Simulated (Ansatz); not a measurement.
# CO2 (CO2): the cost of one run

Program: Ansatz 0.2.0. Level of theory: DFT PBEsol, scalar-relativistic, plane waves, PAW. These are calculated values, not measurements.

## Step 1: The structure to begin with

It takes space group Pbcn (No. 60, orthorhombic). The conventional cell has a = 4.974 Å, b = 6.492 Å, c = 5.996 Å, α = 90.00°, β = 90.00°, γ = 90.00°. C (site symmetry 2) is surrounded by 2 O at 1.17 Å. Around O (site symmetry 1) lie 1 C at 1.17 Å.

Structure file:

```
CELL_PARAMETERS angstrom
4.97444 0.00000 0.00000
0.00000 6.49167 0.00000
0.00000 0.00000 5.99593
ATOMIC_POSITIONS crystal
C 0.50000 0.84941 0.75000
C 0.00000 0.34941 0.75000
C 0.00000 0.65059 0.25000
C 0.50000 0.15059 0.25000
O 0.69530 0.14995 0.14148
O 0.30470 0.14995 0.35852
O 0.80470 0.64995 0.14148
O 0.19530 0.35005 0.85852
O 0.19530 0.64995 0.35852
O 0.80470 0.35005 0.64148
O 0.69530 0.85005 0.64148
O 0.30470 0.85005 0.85852
```

It goes back to an entry of the Materials Project, which need not be the stable form.

It is the result of an earlier relaxation at this level (volume 16.14 Å³/atom; gap on the mesh: 6.56 eV).

Its energy, with the smearing taken to zero, is -5540.3265 eV for the 12-atom cell on a 4×4×4 mesh; differences below count from it.

## Step 2: With PBEsol

Cell and atoms are relaxed anew from the first level's result.

Input file input.yaml:

```yaml
crystal:
  lattice:
    - [4.9744439423, 0.0, 0.0]
    - [0.0, 6.491667747, 0.0]
    - [0.0, 0.0, 5.9959296993]
  atoms:
    - { symbol: C, position: [0.5, 0.8494138487, 0.75] }
    - { symbol: C, position: [0.0, 0.3494138487, 0.75] }
    - { symbol: C, position: [0.0, 0.6505861513, 0.25] }
    - { symbol: C, position: [0.5, 0.1505861513, 0.25] }
    - { symbol: O, position: [0.6952984338, 0.1499485525, 0.1414751998] }
    - { symbol: O, position: [0.3047015662, 0.1499485525, 0.3585248002] }
    - { symbol: O, position: [0.8047015662, 0.6499485525, 0.1414751998] }
    - { symbol: O, position: [0.1952984338, 0.3500514475, 0.8585248002] }
    - { symbol: O, position: [0.1952984338, 0.6499485525, 0.3585248002] }
    - { symbol: O, position: [0.8047015662, 0.3500514475, 0.6414751998] }
    - { symbol: O, position: [0.6952984338, 0.8500514475, 0.6414751998] }
    - { symbol: O, position: [0.3047015662, 0.8500514475, 0.8585248002] }
basis:
  ecutwfc: 420
kpoints:
  mp_grid: { grid: [4, 4, 4] }
hamiltonian:
  xc: pbesol
scf:
  occupations: { method: gaussian, width: 0.02 }
output:
  forces: true
  stress: true
  eigenvalues: true
relax:
  adjacent_minimum: "off"
  f_tol: 0.02
  max_steps: 50
  cell: { stress_tol: 0.03 }
```

On the command line:

```sh
$ ansatz run input.yaml --threads 2 --pin off --max-ram 5120MiB --backend cpu --events-out ev --progress --plain --runs-dir out
```

Q: Estimate wall time and peak memory on 2 threads of Arm Neoverse N1, shared host.

About 5.3 min, with a peak of 0.58 GiB.
